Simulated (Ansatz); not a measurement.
Predict the output of the script below (the Ansatz DFT code, driven from Python).

Script `ip.py`:
```python
"""Removing and adding an electron on AlBrH2 at fixed geometry."""

import ansatz as az


def energy(molecule, charge=0, unpaired=0):
    calc = molecule.calculation().basis(gaussian="def2-SVPD").functional("r2scan0")
    if charge:
        calc = calc.charge(charge)
    if unpaired:
        calc = calc.spin("collinear", total=unpaired)
    report = calc.run(threads=1, pin="off").report
    if report["published_state_doubts"]:
        print("  doubts:", report["published_state_doubts"])
    return report["free_energy_ev"]

geometry_ang = [
    ("Al", (-0.1204, -0.101, -0.0878)),
    ("Br", (1.764, 0.559, 1.1252)),
    ("H", (-0.6407, -1.5881, -0.1929)),
    ("H", (-0.9475, 1.0699, -0.8648)),
]
albrh2 = az.Crystal.molecule()
for symbol, xyz in geometry_ang:
    albrh2 = albrh2.atom(symbol, xyz)

# total-energy differences at one geometry
parent = energy(albrh2, 0, 0)
cation = energy(albrh2, 1, 1)
print(f"E(N)   = {parent:.5f} eV")
print(f"E(N-1) = {cation:.5f} eV  (1 unpaired)")
print(f"vertical ionisation energy {cation - parent:.3f} eV")
anion = energy(albrh2, -1, 1)
print(f"E(N+1) = {anion:.5f} eV  (1 unpaired)")
print(f"vertical electron affinity {parent - anion:.3f} eV" + ("" if anion < parent else " (unbound in this basis)"))
print(f"fundamental gap IP - EA = {cation + anion - 2 * parent:.3f} eV")
```

`python ip.py` gives:
```text
E(N)   = -76665.43467 eV
E(N-1) = -76654.82968 eV  (1 unpaired)
vertical ionisation energy 10.605 eV
E(N+1) = -76665.81431 eV  (1 unpaired)
vertical electron affinity 0.380 eV
fundamental gap IP - EA = 10.225 eV
```

At this unrelaxed geometry removing an electron costs 10.60 eV and adding one releases 0.38 eV.

Total energies depend on the basis set; only differences at equal settings carry meaning. The geometry is a force-field or estimated start, not a minimum of this method, and the basis set is short of its limit. All parts are taken at fixed geometry, without zero-point energy. At an unrelaxed start these energies can be a whole eV from those at the minimum, and a small affinity can change sign. Timing: 34 s on 1 thread of AMD EPYC 7R43 64-Core Processor (Zen 3), with other jobs on the host, peak memory 0.3 GiB.

(Lines on the test bed's own set-up are left out of the output.)
